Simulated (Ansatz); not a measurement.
# CH₄BrFGe, SMILES F[CH2][GeH2][Br]: an atomisation energy

Program: Ansatz 0.2.0, Python API.

Notebook, run cell by cell (the value of a cell's last expression is shown):

In [1]:
```python
from collections import Counter

import ansatz as az
```

In [2]:
```python
BASIS = "def2-SVPD"
XC = "r2SCAN"


def energy_of(molecule, charge=0, unpaired=0):
    calc = molecule.calculation().basis(gaussian=BASIS).functional(XC)
    if charge:
        calc = calc.charge(charge)
    if unpaired:
        calc = calc.spin("collinear", total=unpaired)
    report = calc.run(threads=1).report
    if report["published_state_doubts"]:
        print("  doubts:", report["published_state_doubts"])
    return report["free_energy_ev"]
```

In [3]:
```python
geometry_ang = [
    ("F", [-1.0369, 1.5649, 0.6057]),
    ("C", [0.0229, 0.7912, 0.6736]),
    ("Ge", [-0.1678, -0.6492, -0.6305]),
    ("Br", [1.8139, -2.0121, -0.4818]),
    ("H", [0.1029, 0.3621, 1.6788]),
    ("H", [0.9374, 1.4028, 0.4514]),
    ("H", [-0.2113, -0.0545, -2.0406]),
    ("H", [-1.369, -1.4622, -0.3126]),
]
geometry = az.Crystal.molecule()
for symbol, xyz in geometry_ang:
    geometry = geometry.atom(symbol, xyz)
```

In [4]:
```python
# unpaired electrons of the ground-state atoms
unpaired = {"F": 1, "C": 2, "Ge": 2, "Br": 1, "H": 1}
counts = Counter(site.symbol for site in geometry.cartesian_sites)
atom_energy = {s: energy_of(az.Crystal.molecule().atom(s, (0, 0, 0)), 0, unpaired[s]) for s in counts}
whole = energy_of(geometry, 0, 0)
for s, e in atom_energy.items():
    print(f"{s:2s} x{counts[s]}  {e:14.5f} eV")
print(f"CH4BrFGe: {whole:.5f} eV")
split = sum(counts[s] * e for s, e in atom_energy.items()) - whole
print(f"atomisation energy (no zero-point term): {96.485332 * split:.1f} kJ/mol, {split / sum(counts.values()):.3f} eV an atom")
```
```text
F  x1     -2710.49451 eV
C  x1     -1028.27148 eV
Ge x1    -56508.48411 eV
Br x1    -70036.41153 eV
H  x4       -13.58417 eV
CH4BrFGe: -130363.91300 eV
atomisation energy (no zero-point term): 2500.4 kJ/mol, 3.239 eV an atom
```

2500.4 kJ/mol from the electronic energies, without the zero-point term.

Reading the output:
- Total energies depend on the basis set; only differences at equal settings carry meaning.
- The geometry is a force-field or estimated start, not a minimum of this method, and the basis set is short of its limit. All parts are taken at fixed geometry, without zero-point energy.
- The spin-orbit lowering of heavy atoms is left out.
- It ran for 21 s on 1 thread of Arm Neoverse V1, on a shared host, peak memory 0.29 GiB.
